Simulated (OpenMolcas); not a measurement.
# Ni³⁺ among point charges: CASSCF and CASPT2 levels and susceptibility

Aim: the splitting of the states of Ni³⁺ in the field of 2 point charges, its lowest levels with spin-orbit coupling and its magnetic susceptibility.

The numbers are computed with OpenMolcas 26.06 (state-averaged CASSCF and CASPT2, spin-orbit coupling by RASSI with atomic mean-field integrals), except any that are marked as measured or tabulated.

## Step 1: Starting point

| Quantity | Value |
| --- | --- |
| Species | Ni³⁺ (nickel, Z = 28, 25 electrons) |
| Basis | ANO-RCC-VDZP [5s4p2d1f], 34 functions |
| Scalar Hamiltonian | DKH2, point nucleus |
| Inactive shells | 1s 2s 2p 3s 3p |
| Active space | 7 electrons in 5 orbitals (3d) |
| Some configurations of this space | 3d7 |
| Orbitals | optimised for each spin and parity, averaged over all roots |

Outer shells as boxes (Hund's rule):

3d7
```
3d [↑↓][↑↓][↑ ][↑ ][↑ ]
```

The ion sits among 2 point charges of -0.65 e arranged as a linear pair (D∞h), 1.99 Å from the ion.

The work runs as a chain of OpenMolcas steps in one folder; each step below is one input file. Labels, J, g values, rates, χT and fits are worked out afterwards by a script from the matrices that RASSI stores. The input lists half of the charges; inversion (Group=XYZ) makes the rest.

## Step 2: GATEWAY and SEWARD: basis and integrals

Input file a.inp:

```
&GATEWAY
Coord
1

Ni 0.0 0.0 0.0
Basis=ANO-RCC-VDZP
Group=XYZ
NoMove
AngMom=0.0 0.0 0.0
AMFI
XField
1 Angstrom 0
0.000000 0.000000 1.990000 -0.650000
&SEWARD
```

The run is started by

```
$ OMP_NUM_THREADS=1 MOLCAS_MEM=1689 MOLCAS_PROJECT=a pymolcas a.inp > a.log
```

## Step 3: CASSCF: quartets of even parity, 10 roots

Input file a.inp:

```
&RASSCF
FileOrb=start.orb
Symmetry=1
Spin=4
nActEl=7 0 0
Inactive=3 6
Ras2=5 0
CIRoot=10 10 1
SDav=10
CIMx=300
Iter=120 100
PrWF=0.3
OrbListing=Nothing
MaxOrb=0
>>> COPY $Project.JobIph JOB001
```

start.orb holds the contracted functions of the basis, ordered by shell, or the orbitals of the step before.

## Step 4: Reference wave functions, doublets of even parity, 40 roots

Input file a.inp:

```
&RASSCF
FileOrb=start.orb
Symmetry=1
Spin=2
nActEl=7 0 0
Inactive=3 6
Ras2=5 0
CIRoot=40 40 1
SDav=40
CIMx=300
Iter=120 100
PrWF=0.3
OrbListing=Nothing
MaxOrb=0
>>> COPY $Project.JobIph JOB002
```

## Step 5: State interaction with spin-orbit coupling

Input file a.inp:

```
&RASSI
NrOfJobIphs=2 10 40
1 2 3 4 5 6 7 8 9 10
1 2 3 4 5 6 7 8 9 10 11 12 13 14 15 16 17 18 19 20 21 22 23 24 25 26 27
28 29 30 31 32 33 34 35 36 37 38 39 40
IphNames
JOB001
JOB002
EJob
SpinOrbit
DIPRint=1.0
SOCoupling=1000.0
Subsets=2
Property=9
'ANGMOM' 1 'ANGMOM' 2 'ANGMOM' 3 'MLTPL  1' 1 'MLTPL  1' 2 'MLTPL  1' 3
'AMFI' 1 'AMFI' 2 'AMFI' 3
SOProperty=3
'ANGMOM' 1 'ANGMOM' 2 'ANGMOM' 3
```

## Step 6: CASPT2: IPEA 0.25, imaginary shift 0.1 (closed shells correlated: 3s 3p)

Input file a.inp:

```
>>> COPY JOB001 $Project.JobIph
&CASPT2
Multistate=10 1 2 3 4 5 6 7 8 9 10
NoMult
Frozen=2 3
IPEA=0.25
Imaginary=0.1
MaxIter=60
WThr=0.0 0.3 0.05
PrWF=0.5
NoMix
>>> COPY JOB002 $Project.JobIph
&CASPT2
Multistate=40 1 2 3 4 5 6 7 8 9 10 11 12 13 14 15 16 17 18 19 20 21 22
23 24 25 26 27 28 29 30 31 32 33 34 35 36 37 38 39 40
NoMult
Frozen=2 3
IPEA=0.25
Imaginary=0.1
MaxIter=60
WThr=0.0 0.3 0.05
PrWF=0.5
NoMix
```

(Steps that only read results are left out.)

Q: Predict the outcome of this session. Wanted: spin-free ground state; first state of the same spin within the active space; lowest level; next level.

As calculated:

```
                                            quantity                                                                        value
                                              method  SS-CASPT2, IPEA 0.25, imaginary shift 0.1 (closed shells correlated: 3s 3p)
                              spin-free ground state                                             4Phi, 2-fold in its orbital part
first state of the same spin within the active space                                                             4Pi at 1490 cm⁻¹
                                        lowest level                                                2-fold, g = 0.00, 0.00, 12.00
                                          next level                                                                   659.7 cm⁻¹
                                         χT at 300 K                                                               5.02 cm³ K/mol
                           effective moment at 300 K                                                                      6.34 μB
```

Cost by method:

```
                                              method  time of its own steps  time with the reference
                                           A. CASSCF                  5.4 s                    5.4 s
B. SS-CASPT2, IPEA 0.25, imaginary shift 0.1, +3s 3p                  1.7 s                    7.1 s
```

Times are of one thread on a shared host.

**Reading.** The spin-free ground state (4Phi) comes to 100 % from free-ion F terms and keeps the highest spin of the shell. χT at 300 K is 5.02, against 1.88 cm³ K/mol for the spin alone, so orbital moment adds to it. An active space of the d shell alone favours high spin; real ions in strong fields can be low spin. The field of point charges can differ much from that of real complexes. With metal d orbitals alone active, the gaps between spin states are rough; where two lie within a few thousand cm-1, their order is open. Point charges carry no covalency, so the field is a model and not that of real ligands.
